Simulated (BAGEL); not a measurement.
# CH3BBr (SMILES C[B]Br) at UHF/aug-cc-pVDZ (density fitting with qzvpp-jkfit)

Aim: the vertical doublet–quartet gap of CH3BBr at UHF/aug-cc-pVDZ (density fitting with qzvpp-jkfit), from 2 runs. 

The results are computed with BAGEL 1.2.2.

5 further runs of the same task are left out: 3 that didn't finish, 2 set aside as unsound or not needed. Runs told in other sessions of the task aren't counted.

### 1 The structure to begin with

The species is CH3BBr (6 atoms), meant as a doublet with charge 0. As SMILES, `C[B]Br`. The shape is that of a PBE0-D4/def2-TZVP optimisation.

Bond lengths: C1–B2 1.542 Å, B2–Br3 1.890 Å, C1–H4 1.099 Å, C1–H5 1.094 Å, C1–H6 1.092 Å. Angles: C1–B2–Br3 126.3°, B2–C1–H4 106.3°, B2–C1–H5 113.4°, B2–C1–H6 112.9°, H4–C1–H5 107.2°, H4–C1–H6 106.6°, H5–C1–H6 109.9°.

### 2 The energy at UHF/aug-cc-pVDZ (density fitting with qzvpp-jkfit)

Input file input.json:

```json
{ "bagel" : [

{
  "title" : "molecule",
  "basis" : "aug-cc-pvdz.json",
  "df_basis" : "qzvpp-jkfit",
  "angstrom" : "true",
  "geometry" : [
    { "atom" : "C", "xyz" : [   -0.320400,    0.337300,   -0.311000 ] },
    { "atom" : "B", "xyz" : [    0.157600,   -1.056200,    0.144200 ] },
    { "atom" : "Br", "xyz" : [    1.616800,   -1.419300,    1.288500 ] },
    { "atom" : "H", "xyz" : [   -1.026400,    0.687700,    0.455600 ] },
    { "atom" : "H", "xyz" : [    0.485000,    1.076000,   -0.369800 ] },
    { "atom" : "H", "xyz" : [   -0.870300,    0.310400,   -1.253600 ] }
  ]
},
{ "title" : "uhf", "nopen" : 1 },
{ "title" : "print", "file" : "orbitals.molden", "orbitals" : "true" }

]}
```

The basis set aug-cc-pVDZ is read from a file made from the Basis Set Exchange's data (not shown).

Command:

```
BAGEL_NUM_THREADS=1 BAGEL input.json > input.out
```

Log:

```text
* using 1 threads per process

  ===============================================================
  ===============================================================

  *** Geometry ***

  { "atom" : "C", "xyz" : [     -0.605468,      0.637405,     -0.587705 ] },
  { "atom" : "B", "xyz" : [      0.297821,     -1.995929,      0.272499 ] },
  { "atom" : "Br", "xyz" : [      3.055309,     -2.682088,      2.434912 ] },
  { "atom" : "H", "xyz" : [     -1.939615,      1.299565,      0.860959 ] },
  { "atom" : "H", "xyz" : [      0.916517,      2.033345,     -0.698821 ] },
  { "atom" : "H", "xyz" : [     -1.644629,      0.586571,     -2.368961 ] },

  Number of auxiliary basis functions:      470

  Since a DF basis is specified, we compute 2- and 3-index integrals:
    o Being stored without compression. Storage requirement is 0.045 GB

  Number of basis functions:      109
  Number of electrons      :       49

    * METHOD: MOLECULE                             0.29

  *** Open-shell HF ***

  === Nuclear Repulsion ===
   124.5696060748

      * DIIS with orbital gradients will be used.

  === UHF iteration (aug-cc-pvdz.json) ===
      0      -2636.40536808          0.03947190           0.21
      1      -2636.61513690          0.02178845           0.21
      2      -2636.66127897          0.00939878           0.21
      3      -2636.67347234          0.00150235           0.20
      4      -2636.67473903          0.00044437           0.21
      5      -2636.67488990          0.00015701           0.21
      6      -2636.67494104          0.00005113           0.21
      7      -2636.67495021          0.00002061           0.21
      8      -2636.67495214          0.00000962           0.20
      9      -2636.67495270          0.00000498           0.20
     10      -2636.67495279          0.00000333           0.20
     11      -2636.67495283          0.00000219           0.21
     12      -2636.67495284          0.00000119           0.21
     13      -2636.67495285          0.00000050           0.21
     14      -2636.67495285          0.00000021           0.21
     15      -2636.67495285          0.00000011           0.20
     16      -2636.67495285          0.00000004           0.22
     17      -2636.67495285          0.00000002           0.23
     18      -2636.67495285          0.00000001           0.19
     19      -2636.67495285          0.00000001           0.20
    * SCF iteration converged.

    * S^2 (UHF) is 0.7550

    * Permanent dipole moment:
           (    0.328284,    -0.474289,     0.263205) a.u.

    * METHOD: UHF                                  4.46

    * METHOD: PRINT                                0.03

  ===============================================================
```

Run time: 5.1 s. Hardware: 1 thread of Arm Neoverse V1, shared host; peak memory 0.15 GiB.

### 3 The quartet

Input file hf.json:

```json
{ "bagel" : [

{
  "title" : "molecule",
  "basis" : "aug-cc-pvdz.json",
  "df_basis" : "qzvpp-jkfit",
  "angstrom" : true,
  "geometry" : [
    { "atom" : "C", "xyz" : [   -0.320400,    0.337300,   -0.311000 ] },
    { "atom" : "B", "xyz" : [    0.157600,   -1.056200,    0.144200 ] },
    { "atom" : "Br", "xyz" : [    1.616800,   -1.419300,    1.288500 ] },
    { "atom" : "H", "xyz" : [   -1.026400,    0.687700,    0.455600 ] },
    { "atom" : "H", "xyz" : [    0.485000,    1.076000,   -0.369800 ] },
    { "atom" : "H", "xyz" : [   -0.870300,    0.310400,   -1.253600 ] }
  ]
},
{
  "title" : "uhf",
  "nopen" : 3
},
{
  "title" : "print",
  "file" : "orbitals.molden",
  "orbitals" : true
}

]}
```

The basis set aug-cc-pVDZ is read from a file made from the Basis Set Exchange's data (not shown).

Command:

```
BAGEL_NUM_THREADS=1 BAGEL hf.json > hf.out
```

Log:

```text
* using 1 threads per process

  ===============================================================
  ===============================================================

  *** Geometry ***

  { "atom" : "C", "xyz" : [     -0.605468,      0.637405,     -0.587705 ] },
  { "atom" : "B", "xyz" : [      0.297821,     -1.995929,      0.272499 ] },
  { "atom" : "Br", "xyz" : [      3.055309,     -2.682088,      2.434912 ] },
  { "atom" : "H", "xyz" : [     -1.939615,      1.299565,      0.860959 ] },
  { "atom" : "H", "xyz" : [      0.916517,      2.033345,     -0.698821 ] },
  { "atom" : "H", "xyz" : [     -1.644629,      0.586571,     -2.368961 ] },

  Number of auxiliary basis functions:      470

  Since a DF basis is specified, we compute 2- and 3-index integrals:
    o Being stored without compression. Storage requirement is 0.045 GB

  Number of basis functions:      109
  Number of electrons      :       49

    * METHOD: MOLECULE                             0.29

  *** Open-shell HF ***

  === Nuclear Repulsion ===
   124.5696060748

      * DIIS with orbital gradients will be used.

  === UHF iteration (aug-cc-pvdz.json) ===
      0      -2636.07754271          0.04815971           0.21
      1      -2636.29111537          0.03780098           0.20
      2      -2636.40807418          0.02228966           0.19
      3      -2636.47728282          0.00257602           0.20
      4      -2636.48270456          0.00120286           0.21
      5      -2636.48436795          0.00071290           0.20
      6      -2636.48518498          0.00044836           0.20
      7      -2636.48561001          0.00029263           0.20
      8      -2636.48584269          0.00020638           0.20
      9      -2636.48600511          0.00010643           0.21
     10      -2636.48603979          0.00005631           0.20
     11      -2636.48604696          0.00002296           0.20
     12      -2636.48604815          0.00001610           0.20
     13      -2636.48604864          0.00001460           0.20
     14      -2636.48604908          0.00001431           0.21
     15      -2636.48604954          0.00001421           0.21
     16      -2636.48605030          0.00001411           0.21
     17      -2636.48605154          0.00001400           0.20
     18      -2636.48605526          0.00001370           0.20
     19      -2636.48606371          0.00001312           0.21
     20      -2636.48607256          0.00001263           0.21
     21      -2636.48607760          0.00001198           0.21
     22      -2636.48610054          0.00002133           0.21
     23      -2636.48610125          0.00001895           0.21
     24      -2636.48611070          0.00002074           0.20
     25      -2636.48611035          0.00000771           0.20
     26      -2636.48611873          0.00003517           0.21
     27      -2636.48611743          0.00000680           0.22
     28      -2636.48612120          0.00001148           0.22
     29      -2636.48612094          0.00000533           0.22
     30      -2636.48612249          0.00000350           0.22
     31      -2636.48612318          0.00000257           0.21
     32      -2636.48612363          0.00000220           0.21
     33      -2636.48612402          0.00000167           0.21
     34      -2636.48612417          0.00000141           0.21
     35      -2636.48612430          0.00000127           0.22
     36      -2636.48612438          0.00000116           0.22
     37      -2636.48612452          0.00000089           0.22
     38      -2636.48612468          0.00000044           0.22
     39      -2636.48612470          0.00000033           0.22
     40      -2636.48612471          0.00000025           0.22
     41      -2636.48612471          0.00000018           0.22
     42      -2636.48612471          0.00000014           0.21
     43      -2636.48612471          0.00000009           0.21
     44      -2636.48612471          0.00000007           0.21
     45      -2636.48612471          0.00000006           0.21
     46      -2636.48612471          0.00000005           0.21
     47      -2636.48612471          0.00000005           0.21
     48      -2636.48612471          0.00000004           0.21
     49      -2636.48612471          0.00000004           0.21
     50      -2636.48612471          0.00000003           0.21
     51      -2636.48612471          0.00000003           0.21
     52      -2636.48612471          0.00000002           0.21
     53      -2636.48612472          0.00000002           0.21
     54      -2636.48612472          0.00000001           0.21
     55      -2636.48612472          0.00000001           0.21
    * SCF iteration converged.

    * S^2 (UHF) is 3.7645

    * Permanent dipole moment:
           (   -0.960767,     0.040751,    -0.797018) a.u.

    * METHOD: UHF                                 11.96

    * METHOD: PRINT                                0.03

  ===============================================================
```

It took 13 s on 1 thread of Arm Neoverse V1, shared host; peak memory 0.15 GiB.

### 4 Results

At UHF/aug-cc-pVDZ (density fitting with qzvpp-jkfit):

| quantity | value |
| --- | --- |
| doublet: total energy | -2636.67495 Eh |
| doublet: dipole moment | 1.61 D |
| doublet: ⟨S²⟩ | 0.755 |
| quartet: total energy | -2636.48612 Eh |
| quartet: dipole moment | 3.17 D |
| quartet: ⟨S²⟩ | 3.764 |
| vertical energy of the quartet above the doublet | 5.138 eV |

**Reading.** At this shape the quartet lies 5.14 eV (118 kcal/mol) above the doublet.
